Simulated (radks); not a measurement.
**Ionising erbium step by step, Er²¹⁺ to Er²⁴⁺**

One table from this session's results is given with a row withheld; the runs are named, their logs left out.

The numbers are computed with radks (a radial shooting solver on a logarithmic mesh, Libxc functionals) version 1 (scalar-relativistic Kohn-Sham, PBEsol, spin-polarised, spherical densities, finite nucleus; open shells are filled with parallel spins first), except any that are marked as measured or tabulated.

### What is computed

```
element             : erbium (Z = 68)
charges             : 21 to 24
first configuration : [Kr] 4d10 4f1
last configuration  : [Kr] 4d8
```

Outer shells as boxes (Hund's rule):

Er²¹⁺
```
[Kr] core
4d [↑↓][↑↓][↑↓][↑↓][↑↓]
4f [↑ ][  ][  ][  ][  ][  ][  ]
```

Er²⁴⁺
```
[Kr] core
4d [↑↓][↑↓][↑↓][↑ ][↑ ]
```

Set-up of the first run:

Input:

```text
Z 68
configuration [Kr] 4d10 4f1 5s0 5p0
relativity scalar-relativistic
functional pbe_sol,pbe_sol
spin polarised
nucleus finite rms 5.2516 fm
c 137.035999084
```

Among the steps run: Er²¹⁺, [Kr] 4d10 4f1.

One of the session's tables, all rows but one given; the rest of the session is left out.

It belongs to the step «Er²¹⁺, [Kr] 4d10 4f1». Radial moments (bohr):

| level | <r> | outermost maximum (interpolated) | 90 % within | nodes |
| --- | --- | --- | --- | --- |
| 4d up | 0.5259 | 0.488 | 0.773 | 1 |
| 4d down | 0.5262 | 0.488 | 0.773 | 1 |
| 4f up | ? | ? | ? | ? |
| 4f down | 0.5262 | 0.437 | 0.803 | 0 |
| 5s up | 0.9247 | 0.917 | 1.29 | 4 |
| 5s down | 0.9254 | 0.918 | 1.29 | 4 |
| 5p up | 0.9764 | 0.971 | 1.36 | 3 |
| 5p down | 0.9771 | 0.971 | 1.36 | 3 |

**Question.** Estimate the row for 4f up.

The run gave: <r>: 0.5257; outermost maximum (interpolated): 0.437; 90 % within: 0.802; nodes: 0. In the column «<r>» it is the lowest.

Caveats from the session: Open shells are spherical and high-spin; term and fine-structure splittings are not resolved.
